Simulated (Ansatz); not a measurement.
Task: a comparison of dispersion corrections of AlFGeH5NO, SMILES [OH][GeH2][NH][AlH][F], with Ansatz's Python interface. Give the script and its output. Level of theory (for the species named): PBE0, def2-SVP basis, multiplicity 1, D3BJ dispersion.

```xyz
10

O    -0.7906    1.4518    1.9805
Ge   -0.5663    0.1652    0.8028
N     0.4705    0.7865   -0.6103
Al    0.8722   -0.6854   -1.7713
F     0.3209   -0.5904   -3.5174
H    -1.4022    1.1088    2.6749
H     0.1765   -1.0033    1.5286
H    -1.8870   -0.2998    0.2393
H     1.4340    1.0531   -0.1434
H     1.4551   -2.0377   -1.1806
```

Script `alfgeh5no_disp.py`:
```python
"""Dispersion corrections for AlFGeH5NO."""

from dataclasses import dataclass
import warnings

import ansatz as az


@dataclass
class RunConfig:
    basis: str = "def2-SVP"


settings = RunConfig()


def main() -> None:
    warnings.simplefilter("ignore", az.DeckWarning)

    molecule = (
        az.Crystal.molecule()
        .atom("O", [-0.7906, 1.4518, 1.9805])
        .atom("Ge", [-0.5663, 0.1652, 0.8028])
        .atom("N", [0.4705, 0.7865, -0.6103])
        .atom("Al", [0.8722, -0.6854, -1.7713])
        .atom("F", [0.3209, -0.5904, -3.5174])
        .atom("H", [-1.4022, 1.1088, 2.6749])
        .atom("H", [0.1765, -1.0033, 1.5286])
        .atom("H", [-1.887, -0.2998, 0.2393])
        .atom("H", [1.434, 1.0531, -0.1434])
        .atom("H", [1.4551, -2.0377, -1.1806])
    )

    base = molecule.calculation().basis(gaussian=settings.basis)
    for name in ["pbe0", "pbe"]:
        for correction in ("d3bj", "d4"):
            data = base.functional(name, dispersion=correction).run(threads=1, backend="cpu").report
            print(f"{name:8s} {correction:5s} total {data['free_energy_ev']:.5f} eV, of which dispersion {1000 * data['dispersion']['energy']['ev']:.2f} meV")


if __name__ == "__main__":
    main()
```

```console
$ python alfgeh5no_disp.py
pbe0     d3bj  total -69422.14517 eV, of which dispersion -172.83 meV
pbe0     d4    total -69422.14380 eV, of which dispersion -171.46 meV
pbe      d3bj  total -69419.98746 eV, of which dispersion -190.22 meV
pbe      d4    total -69419.99884 eV, of which dispersion -201.60 meV
```

Notes:
- Total energies depend on the basis set; only differences at equal settings carry meaning.
- The geometry is a force-field or estimated start, not a minimum of this method, and the basis set is short of its limit. D4 holds the three-body term, and d3bj doesn't.
- Run time: 17 s on 1 thread of Arm Neoverse V1 (shared host), peak memory 0.32 GiB.
